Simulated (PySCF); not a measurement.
# H6LaNO3 (La(OH)3(NH3)): the cost of one run

The runs use PySCF 2.14.0; PBE0, La def2-SVP with ECP46, O def2-SVP, H def2-SVP, N def2-SVP; scalar-relativistic core potentials, no spin–orbit coupling.

1 further run of the same task is left out (for a known fault of the program).

**1. The system as given**

11 atoms, charge 0, spin multiplicity 1.

Bond lengths: La1–O2 2.253 Å, La1–O4 2.253 Å, La1–O6 2.253 Å, La1–N8 2.620 Å, O2–H3 0.966 Å, O4–H5 0.966 Å, O6–H7 0.966 Å, N8–H9 1.020 Å, N8–H10 1.020 Å, N8–H11 1.020 Å. Angles: O2–La1–O4 109.5°, O2–La1–O6 109.5°, O2–La1–N8 109.5°, O4–La1–O6 109.5°, O4–La1–N8 109.5°, O6–La1–N8 109.5°, La1–O2–H3 158.7°, La1–O4–H5 158.7°, La1–O6–H7 158.7°, La1–N8–H9 113.0°, La1–N8–H10 113.0°, La1–N8–H11 113.0°, H9–N8–H10 105.8°, H9–N8–H11 105.8°, H10–N8–H11 105.8°.

Geometry (Å):

| atom | x (Å) | y (Å) | z (Å) |
| --- | --- | --- | --- |
| La1 | 0.0000 | 0.0000 | 0.0000 |
| O2 | 1.3007 | 1.3007 | 1.3007 |
| H3 | 1.8203 | 1.5728 | 2.0678 |
| O4 | -1.3007 | -1.3007 | 1.3007 |
| H5 | -1.8203 | -1.5728 | 2.0678 |
| O6 | 1.3007 | -1.3007 | -1.3007 |
| H7 | 1.8203 | -2.0678 | -1.5728 |
| N8 | -1.5127 | 1.5127 | -1.5127 |
| H9 | -2.1258 | 2.1258 | -0.9756 |
| H10 | -0.9756 | 2.1258 | -2.1258 |
| H11 | -2.1258 | 0.9756 | -2.1258 |

Formal oxidation states: La +3.

**2. SCF at the start, singlet**

File run.py (the lines that set the calculation):

```python
mol = gto.M(atom='''
La     0.00000     0.00000     0.00000
O      1.30070     1.30070     1.30070
H      1.82030     1.57280     2.06780
O     -1.30070    -1.30070     1.30070
H     -1.82030    -1.57280     2.06780
O      1.30070    -1.30070    -1.30070
H      1.82030    -2.06780    -1.57280
N     -1.51270     1.51270    -1.51270
H     -2.12580     2.12580    -0.97560
H     -0.97560     2.12580    -2.12580
H     -2.12580     0.97560    -2.12580''',
    basis={'La': 'def2-SVP', 'O': 'def2-SVP', 'H': 'def2-SVP', 'N': 'def2-SVP'},
    ecp={'La': 'def2-SVP'},
    charge=0, spin=0)
mf = dft.RKS(mol, xc='PBE0')
mf.grids.atom_grid = (50, 194)  # f atoms: unpruned, at least (60, 302)
mf = mf.density_fit()  # fitting sets: La def2-universal-JKFIT, O def2-universal-JKFIT, H def2-universal-JKFIT, N def2-universal-JKFIT
mf.conv_tol = 1e-08; mf.max_cycle = 55
mf.kernel(dm0)  # dm0: free metal ions and neutral atoms
```

Launch:

```
> OMP_NUM_THREADS=2 python run.py
```

Q: Estimate wall time and peak memory on 2 threads of Arm Neoverse V2, shared host.

About 3.4 s, with a peak of 0.73 GiB.
